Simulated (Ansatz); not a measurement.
# C₄H₁₂BN: one species, many methods

One table from this session's results is given with a row withheld; the runs are named, their logs left out.

Program: Ansatz 0.2.0, Gaussian basis. Level of theory: functionals in def2-TZVPP, the program's frozen cores in correlated methods. These are calculated values, not measurements.

The runs, in order: LDA (SPW92), PBE-D4, revPBE-D4, BLYP-D4, r2SCAN-D4, B97M-V, PBE0-D4, B3LYP-D4, r2SCANh-D4, r2SCAN0-D4, HSE06-D4, BHLYP-D4, CAM-B3LYP-D4, LC-ωPBE, ωB97X-V, ωB97M-V, B2PLYP, PBE-QIDH; CCSD(T)/def2-SVP; MP2/def2-TZVPP; RPA on PBE.

1 further run of the same task is left out (it didn't finish). Runs told in other sessions of the task aren't counted.

## The geometry

All runs share one geometry, relaxed beforehand with PBE0-D4 in a triple-zeta def2 set.

SMILES `BN(C)C(C)C`, 18 atoms, charge 0, spin multiplicity 1.

Atoms are counted from 1 here; the program's logs count them from 0.

Bond lengths: B1–N2 1.386 Å, B1–H7 1.198 Å, B1–H8 1.195 Å, N2–C3 1.448 Å, N2–C4 1.467 Å, C3–H9 1.096 Å, C3–H10 1.095 Å, C3–H11 1.088 Å, C4–C5 1.523 Å, C4–C6 1.516 Å, C4–H12 1.098 Å, C5–H13 1.092 Å, C5–H14 1.093 Å, C5–H15 1.093 Å, C6–H16 1.092 Å, C6–H17 1.091 Å, C6–H18 1.092 Å. Angles: N2–B1–H7 118.4°, N2–B1–H8 120.7°, H7–B1–H8 120.9°, B1–N2–C3 121.7°, B1–N2–C4 125.4°, C3–N2–C4 112.8°, N2–C3–H9 110.8°, N2–C3–H10 111.5°, N2–C3–H11 109.7°, H9–C3–H10 107.7°, H9–C3–H11 108.8°, H10–C3–H11 108.4°, N2–C4–C5 110.9°, N2–C4–C6 113.2°, N2–C4–H12 105.9°, C5–C4–C6 111.0°, C5–C4–H12 108.1°, C6–C4–H12 107.4° and more.

Coordinates:

```mol
C4H12BN
  3D, bonds by distance, orders not assigned

 18 17  0  0  0  0  0  0  0  0999 V2000
   -0.8187   -0.9192    1.4663 B   0  0
   -0.2717   -0.7689    0.2020 N   0  0
    0.1429   -1.9089   -0.5889 C   0  0
    0.0086    0.5113   -0.4564 C   0  0
    1.4528    0.9370   -0.2234 C   0  0
   -0.9536    1.6131   -0.0571 C   0  0
   -0.9590   -2.0282    1.8974 H   0  0
   -1.1399    0.0347    2.1098 H   0  0
   -0.4054   -1.9439   -1.5371 H   0  0
    1.2116   -1.8667   -0.8245 H   0  0
   -0.0507   -2.8272   -0.0376 H   0  0
   -0.1247    0.3324   -1.5316 H   0  0
    2.1581    0.1562   -0.5149 H   0  0
    1.6891    1.8337   -0.8011 H   0  0
    1.6085    1.1593    0.8353 H   0  0
   -0.7864    2.4866   -0.6911 H   0  0
   -0.8084    1.9173    0.9803 H   0  0
   -1.9905    1.2929   -0.1754 H   0  0
  1  2  8  0
  2  3  8  0
  2  4  8  0
  4  5  8  0
  4  6  8  0
  1  7  8  0
  1  8  8  0
  3  9  8  0
  3 10  8  0
  3 11  8  0
  4 12  8  0
  5 13  8  0
  5 14  8  0
  5 15  8  0
  6 16  8  0
  6 17  8  0
  6 18  8  0
M  END
```

The first run:

The input, in.yaml:

```yaml
crystal:
  periodic: [false, false, false]
  atoms:
    - {symbol: B, position_ang: [-0.818737, -0.919219, 1.466323]}
    - {symbol: N, position_ang: [-0.271697, -0.768875, 0.202021]}
    - {symbol: C, position_ang: [0.142865, -1.908916, -0.588867]}
    - {symbol: C, position_ang: [0.008650, 0.511253, -0.456404]}
    - {symbol: C, position_ang: [1.452768, 0.936994, -0.223396]}
    - {symbol: C, position_ang: [-0.953584, 1.613051, -0.057056]}
    - {symbol: H, position_ang: [-0.959015, -2.028199, 1.897404]}
    - {symbol: H, position_ang: [-1.139895, 0.034656, 2.109778]}
    - {symbol: H, position_ang: [-0.405370, -1.943938, -1.537125]}
    - {symbol: H, position_ang: [1.211576, -1.866713, -0.824527]}
    - {symbol: H, position_ang: [-0.050748, -2.827158, -0.037643]}
    - {symbol: H, position_ang: [-0.124738, 0.332362, -1.531578]}
    - {symbol: H, position_ang: [2.158071, 0.156239, -0.514908]}
    - {symbol: H, position_ang: [1.689093, 1.833708, -0.801085]}
    - {symbol: H, position_ang: [1.608506, 1.159261, 0.835302]}
    - {symbol: H, position_ang: [-0.786362, 2.486648, -0.691094]}
    - {symbol: H, position_ang: [-0.808391, 1.917306, 0.980263]}
    - {symbol: H, position_ang: [-1.990492, 1.292941, -0.175408]}
basis:
  gaussian: {orbitals: def2-TZVPP}
hamiltonian: {xc: lda}
output: {orbitals: {seedname: orbitals}}
```

On the command line:

```sh
$ ansatz run in.yaml --threads 4 --pin off --events-out ev --progress --plain --max-ram 11315MiB
```

Among the steps run: LDA; PBE-D4 (GGA); revPBE-D4 (GGA); BLYP-D4 (GGA); r2SCAN-D4 (meta-GGA); B97M-V (meta-GGA); B3LYP-D4 (hybrid); r2SCANh-D4 (hybrid); r2SCAN0-D4 (hybrid); HSE06-D4 (hybrid); BHLYP-D4 (hybrid); CAM-B3LYP-D4 (range-separated); LC-ωPBE (range-separated); ωB97X-V (range-separated); ωB97M-V (range-separated); B2PLYP (double hybrid); PBE-QIDH (double hybrid).

One table of the session follows, with a row left open; its other results are not shown here.

It belongs to the step «Frontier levels by functional». 

| functional | HOMO (eV) | gap (eV) |
| --- | --- | --- |
| LDA (SPW92) | -6.28 | 5.33 |
| PBE-D4 | -6.12 | 5.41 |
| revPBE-D4 | -6.06 | 5.45 |
| BLYP-D4 | -5.98 | 5.40 |
| r2SCAN-D4 | -6.31 | 5.94 |
| B97M-V | -6.45 | 5.93 |
| PBE0-D4 | -7.33 | 7.55 |
| B3LYP-D4 | -7.12 | 7.10 |
| r2SCANh-D4 | -6.77 | 6.73 |
| r2SCAN0-D4 | -7.47 | 7.90 |
| HSE06-D4 | -6.93 | 6.77 |
| BHLYP-D4 | ? | ? |
| CAM-B3LYP-D4 | -8.70 | 9.91 |
| LC-ωPBE | -10.05 | 12.44 |
| ωB97X-V | -9.70 | 11.94 |
| ωB97M-V | -9.65 | 11.60 |

Estimate the missing values for BHLYP-D4.

Worked estimate for «HOMO (eV)». Against the share of exact exchange, BLYP-D4 (0, -5.98), B3LYP-D4 (0.2, -7.12) give a slope of -5.70 per unit share; at 0.5 the line stands at -8.83.

**Answer.** HOMO (eV): -8.47; gap (eV): 9.58. In «HOMO (eV)» the line misses by -0.36.
